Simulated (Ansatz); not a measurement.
# CH₄F₂OSSi: a ladder of functionals and wavefunction methods

Aim: compute CH₄F₂OSSi with functionals from several rungs and with coupled cluster. The yardstick is the atomisation energy at the CCSD(T) limit.

Computed with Ansatz 0.2.0, Gaussian basis. Level: functionals in def2-TZVPP, the program's frozen cores in correlated methods.

Plan: LDA (SPW92), PBE-D4, revPBE-D4, BLYP-D4, r2SCAN-D4, B97M-V, PBE0-D4, B3LYP-D4, r2SCANh-D4, r2SCAN0-D4, HSE06-D4, BHLYP-D4, CAM-B3LYP-D4, LC-ωPBE, ωB97X-V, ωB97M-V, B2PLYP, PBE-QIDH; CCSD(T)/def2-SVP; CCSD(T)/def2-TZVPP; MP2/def2-QZVPP; extrapolation to the limit; RPA on PBE.

### Step 1. Structure used throughout

All runs share one geometry, relaxed beforehand with PBE0-D4 in a triple-zeta def2 set.

SMILES `CO[Si](F)(F)S`, 10 atoms, charge 0, spin multiplicity 1.

Atoms are counted from 1 here; the program's logs count them from 0.

Bond lengths: C1–O2 1.418 Å, C1–H7 1.093 Å, C1–H8 1.093 Å, C1–H9 1.090 Å, O2–Si3 1.608 Å, Si3–F4 1.586 Å, Si3–F5 1.582 Å, Si3–S6 2.095 Å, S6–H10 1.344 Å. Angles: O2–C1–H7 110.5°, O2–C1–H8 111.3°, O2–C1–H9 107.8°, H7–C1–H8 109.2°, H7–C1–H9 108.9°, H8–C1–H9 109.0°, C1–O2–Si3 126.3°, O2–Si3–F4 108.5°, O2–Si3–F5 112.4°, O2–Si3–S6 110.7°, F4–Si3–F5 105.3°, F4–Si3–S6 113.1°, F5–Si3–S6 106.7°, Si3–S6–H10 92.3°.

### Step 2. LDA

This LDA is Slater exchange with PW92 correlation.

Input file in.yaml:

```yaml
crystal:
  periodic: [false, false, false]
  atoms:
    - {symbol: C, position_ang: [-0.185097, -1.188406, 1.142119]}
    - {symbol: O, position_ang: [0.269659, 0.045285, 0.611103]}
    - {symbol: Si, position_ang: [-0.235359, 0.741902, -0.747574]}
    - {symbol: F, position_ang: [-0.346863, -0.370053, -1.872939]}
    - {symbol: F, position_ang: [-1.691141, 1.346177, -0.611615]}
    - {symbol: S, position_ang: [1.026929, 2.326451, -1.281911]}
    - {symbol: H, position_ang: [-1.168547, -1.067444, 1.603082]}
    - {symbol: H, position_ang: [-0.242928, -1.957007, 0.366998]}
    - {symbol: H, position_ang: [0.526461, -1.505077, 1.904545]}
    - {symbol: H, position_ang: [2.129987, 1.577074, -1.110908]}
basis:
  gaussian: {orbitals: def2-TZVPP}
hamiltonian: {xc: lda}
output: {orbitals: {seedname: orbitals}}
```

After this run come: PBE-D4 (GGA); revPBE-D4 (GGA); BLYP-D4 (GGA); r2SCAN-D4 (meta-GGA); B97M-V (meta-GGA); PBE0-D4 (hybrid); B3LYP-D4 (hybrid); r2SCANh-D4 (hybrid); r2SCAN0-D4 (hybrid); HSE06-D4 (hybrid); BHLYP-D4 (hybrid); CAM-B3LYP-D4 (range-separated); LC-ωPBE-D4 (range-separated); ωB97X-V (range-separated); ωB97M-V (range-separated); B2PLYP (double hybrid); PBE-QIDH (double hybrid); CCSD(T) in def2-SVP; CCSD(T) in def2-TZVPP; MP2 in def2-QZVPP; RPA on PBE orbitals.

Before running them: what should the planned runs give, taken together? Wanted: atomisation energy, CCSD(T)/CBS; farthest beyond LDA; mean size of error, GGA; mean size of error, meta-GGA; mean size of error, hybrid; mean size of error, range-separated; mean size of error, double hybrid; gap, smallest and largest; T1 diagnostic.

As calculated:

```
                               quantity                                              value
        atomisation energy, CCSD(T)/CBS                                     958.7 kcal/mol
functionals within 4.8 kcal/mol (0.5 %)  r2SCAN-D4, B97M-V, CAM-B3LYP-D4, ωB97X-V, ωB97M-V
                    farthest beyond LDA                          BHLYP-D4 (-41.1 kcal/mol)
                mean size of error, GGA                                      12.2 kcal/mol
           mean size of error, meta-GGA                                       1.3 kcal/mol
             mean size of error, hybrid                                      17.5 kcal/mol
    mean size of error, range-separated                                       3.4 kcal/mol
      mean size of error, double hybrid                                      15.1 kcal/mol
              gap, smallest and largest              5.94 eV (BLYP-D4), 13.44 eV (LC-ωPBE)
                          T1 diagnostic                                             0.0115
triples share of the correlation energy                                              3.4 %
```

In words: The LDA atomisation energy is off by 138.6 kcal/mol (14 %): it overbinds. PBE-D4 is off by +9.2 kcal/mol. Double hybrids carry the basis error of their MP2 part in triple zeta, and no dispersion term here, so their miss is partly the set-up's. The rungs meta-GGA, range-separated miss on average by less than the doubt on the reference (4.8 kcal/mol), so they tie. The reference freezes the cores and leaves out relativity and excitations past (T), so misses under about 4.8 kcal/mol can't be ranked. Hartree-Fock recovers 73 % of the binding; the rest is correlation. CCSD(T) in def2-SVP is off by -77.9 kcal/mol, which most functionals beat. Orbital gaps span 5.9 to 13.4 eV; exact exchange widens them.
